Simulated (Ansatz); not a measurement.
# H7C4N: the cost of one run

All numbers below are computed with Ansatz 0.2.0 (DFT PBE+D3(BJ), plane waves, PAW, scalar-relativistic, no spin polarisation).

### 1 The structure to begin with

The cell holds 36 atoms (C12H21N3): a = 7.974 Å, b = 7.974 Å, c = 7.974 Å, α = 90.00°, β = 90.00°, γ = 90.00°.

The coordinates stand in the first input below.

### 2 Relaxing the start

Contents of input.yaml:

```yaml
crystal:
  lattice:
    - [7.973873, 0.0, 0.0]
    - [0.0, 7.973873, 0.0]
    - [0.0, 0.0, 7.973873]
  atoms:
    - { symbol: C, position: [0.2718569, 0.7022961, 0.7891196] }
    - { symbol: C, position: [0.1724943, 0.821647, 0.7265831] }
    - { symbol: H, position: [0.2845815, 0.6828121, 0.9231573] }
    - { symbol: H, position: [0.3440157, 0.6198211, 0.7085058] }
    - { symbol: H, position: [0.1003354, 0.904122, 0.807197] }
    - { symbol: H, position: [0.1597696, 0.841131, 0.5925455] }
    - { symbol: C, position: [0.8188859, 0.6475432, 0.1492481] }
    - { symbol: C, position: [0.9181925, 0.7754779, 0.191666] }
    - { symbol: H, position: [0.8217063, 0.5294188, 0.2166744] }
    - { symbol: H, position: [0.7312299, 0.6563754, 0.0455849] }
    - { symbol: H, position: [1.0058484, 0.7666457, 0.2953292] }
    - { symbol: H, position: [0.9153721, 0.8936023, 0.1242397] }
    - { symbol: C, position: [0.5572956, 0.1504006, 0.9683523] }
    - { symbol: C, position: [0.6712645, 0.2710988, 0.9466405] }
    - { symbol: H, position: [0.5873055, 0.0192486, 0.9481986] }
    - { symbol: H, position: [0.4299243, 0.1784426, 1.0070541] }
    - { symbol: H, position: [0.7986358, 0.2430568, 0.9079387] }
    - { symbol: H, position: [0.6412546, 0.4022508, 0.9667943] }
    - { symbol: C, position: [0.357811, 0.2767463, 0.4028661] }
    - { symbol: C, position: [0.342014, 0.2771355, 0.5853822] }
    - { symbol: "N", position: [0.3292717, 0.2774494, 0.7326055] }
    - { symbol: H, position: [0.2368585, 0.3045179, 0.3450784] }
    - { symbol: H, position: [0.4484448, 0.3713834, 0.3632489] }
    - { symbol: H, position: [0.4003096, 0.1540375, 0.3595462] }
    - { symbol: C, position: [0.4634339, 0.5769176, 0.1931354] }
    - { symbol: C, position: [0.2881102, 0.5287197, 0.1707664] }
    - { symbol: "N", position: [0.1466884, 0.4898417, 0.1527229] }
    - { symbol: H, position: [0.5454345, 0.4714275, 0.1633371] }
    - { symbol: H, position: [0.4943888, 0.6816114, 0.1105448] }
    - { symbol: H, position: [0.4856577, 0.6148758, 0.3227713] }
    - { symbol: C, position: [0.837527, 1.0197383, 0.6986015] }
    - { symbol: C, position: [0.6925422, 0.911951, 0.6682186] }
    - { symbol: "N", position: [0.5755928, 0.8250063, 0.6437107] }
    - { symbol: H, position: [0.9437053, 0.9783188, 0.6227676] }
    - { symbol: H, position: [0.8076402, 1.1492266, 0.6657418] }
    - { symbol: H, position: [0.8730226, 1.0147765, 0.8307213] }
basis:
  ecutwfc: 420.0
kpoints:
  mp_grid: { grid: [1, 1, 1] }
hamiltonian:
  xc: pbe
  dispersion: d3bj
scf:
  occupations: { method: fermi_dirac, width: 0.05 }
  lower_state_search: "off"
relax:
  f_tol: 0.3
  max_steps: 15
  adjacent_minimum: "off"
```

Command:

```sh
$ ansatz run input.yaml --threads 1 --pin off --max-ram 3072MiB --backend cpu --events-out ev --progress --plain --runs-dir out
```

What time and memory should one allow on 1 thread of Arm Neoverse V1, shared host?

About 46 s, with a peak of 0.45 GiB.
